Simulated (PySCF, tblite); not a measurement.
# C₆H₁₀O₂Si: geometry, infrared bands and NMR shifts

Aim: predict the infrared bands and NMR shifts of C₆H₁₀O₂Si (`CCC1=CO[SiH2]C=CO1`).

Programs: tblite 0.8.0 and PySCF 2.14.0, with density-fitted response routines of our own. Each step states its level of theory. These are calculated values for one molecule in the gas phase, unless marked as measured. Atoms count from 0, in the outputs and in this text.

## (1) The molecule as given

19 atoms, charge 0, multiplicity 1; geometry from: force field or distance geometry start.

Bonds of the start (Å): C0–C1 1.53, C1–C2 1.49, C2–C3 1.35, C3–O4 1.37, O4–Si5 1.66, Si5–C6 1.83, C6–C7 1.34, C7–O8 1.38, O8–C2 1.39, C0–H9 1.10, C0–H10 1.10, C0–H11 1.08, C1–H12 1.09, C1–H13 1.09, C3–H14 1.08, Si5–H15 1.48, Si5–H16 1.48, C6–H17 1.08, C7–H18 1.08.

## (2) Geometry optimisation with GFN2-xTB

Job settings and geometry (Å):

```
{"job": {"kind": "relax", "xc": "GFN2-xTB", "basis": "xTB"}, "charge": 0, "multiplicity": 1}
C      2.457400     0.115500     0.878200
C      2.003500     0.042700    -0.585200
C      0.515900     0.037800    -0.705700
C     -0.159600    -1.039800    -1.152200
O     -1.499800    -1.176700    -1.400300
Si    -2.624200    -0.782300    -0.244300
C     -2.130400     0.712100     0.681900
C     -1.036700     1.461400     0.469100
O     -0.059400     1.281000    -0.482300
H      2.098800     1.043100     1.355100
H      2.056000    -0.727800     1.455800
H      3.537700     0.094000     0.945400
H      2.432200    -0.863900    -1.015800
H      2.426800     0.887100    -1.134100
H      0.344400    -1.961200    -1.405500
H     -3.945300    -0.563900    -0.864000
H     -2.754300    -1.913300     0.709000
H     -2.827900     0.991800     1.464100
H     -0.844900     2.371600     1.023400
```

Started as:

```sh
$ OMP_NUM_THREADS=1 python probes_run.py task.json out
```

This one command runs all jobs of the session in turn.

**Question.** This job is followed by: GFN2-xTB harmonic vibrations, gas phase; GIAO PBE0/pcSseg-1 NMR shielding, non-relativistic, gas phase. What will the session give for the following? strongest single infrared mode (GFN2-xTB); zero-point energy (GFN2-xTB); 13C shifts against TMS (PBE0/pcSseg-1); 1H shifts against TMS (PBE0/pcSseg-1, means over atoms taken as alike); 17O shifts against H2O (PBE0/pcSseg-1); 29Si shifts against TMS (PBE0/pcSseg-1).

**Answer**, as computed:

| quantity | value |
| --- | --- |
| strongest single infrared mode (GFN2-xTB) | 2227 cm⁻¹, 327 km/mol |
| zero-point energy (GFN2-xTB) | 90.6 kcal/mol |
| 13C shifts against TMS (PBE0/pcSseg-1) | 165.0, 145.4, 128.3, 99.3, 32.8, 18.5 ppm |
| 1H shifts against TMS (PBE0/pcSseg-1, means over atoms taken as alike) | 7.10, 5.92, 5.13, 4.45, 2.02, 1.13 ppm |
| 17O shifts against H2O (PBE0/pcSseg-1) | 204.5, 83.9 ppm |
| 29Si shifts against TMS (PBE0/pcSseg-1) | -23.4 ppm |

In words: Relaxing lowered the energy by 0.316 eV in 125 steps; the close pair that moved most is Si5–C6, from 1.826 to 1.867 Å. No mode is imaginary among the 51: a minimum at this level. The strongest single mode, at 2227 cm⁻¹, moves mainly H16. Unscaled tight-binding wavenumbers are off by several per cent, some by more. Its intensities can rank the bands wrongly.
